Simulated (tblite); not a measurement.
# CH10GeSSi2: the cost of one run

The runs use tblite 0.8.0 and PySCF 2.14.0, with density-fitted response routines of our own; the level of theory stands in each step. All values are computed, except where a source is named. Atoms are numbered from 0 throughout.

### Step 1. The starting structure

15 atoms, charge 0, multiplicity 1; geometry from: force field or distance geometry start.

Bonds of the start (Å): Si0–S1 2.15, S1–Si2 2.13, Si2–C3 1.87, C3–Ge4 1.93, Si0–H5 1.47, Si0–H6 1.46, Si0–H7 1.47, Si2–H8 1.46, Si2–H9 1.49, C3–H10 1.10, C3–H11 1.11, Ge4–H12 1.55, Ge4–H13 1.54, Ge4–H14 1.57.

### Step 2. Geometry optimisation with GFN2-xTB

What the job is given:

```
{"job": {"kind": "relax", "xc": "GFN2-xTB", "basis": "xTB"}, "charge": 0, "multiplicity": 1}
Si     3.396900    -0.165800     0.311800
S      1.393000     0.123700     1.040700
Si     0.050000     0.604500    -0.542500
C     -1.231800    -0.756600    -0.676200
Ge    -2.944800     0.018800    -0.221700
H      4.294000     0.190500     1.422000
H      3.647400    -1.542200    -0.118400
H      3.625200     0.785000    -0.783700
H      0.757500     0.807400    -1.803500
H     -0.647200     1.878800    -0.218700
H     -1.252300    -1.236200    -1.662600
H     -1.002800    -1.547400     0.075000
H     -3.734900    -0.836300     0.795600
H     -3.692200     0.258400    -1.551400
H     -2.662500     1.425500     0.405900
```

Run with:

```console
$ OMP_NUM_THREADS=1 python probes_run.py task.json out
```

This one command runs all jobs of the session in turn.

**Question.** How long does this first job take on 1 thread of Arm Neoverse V1, shared host?

About 1.9 s.
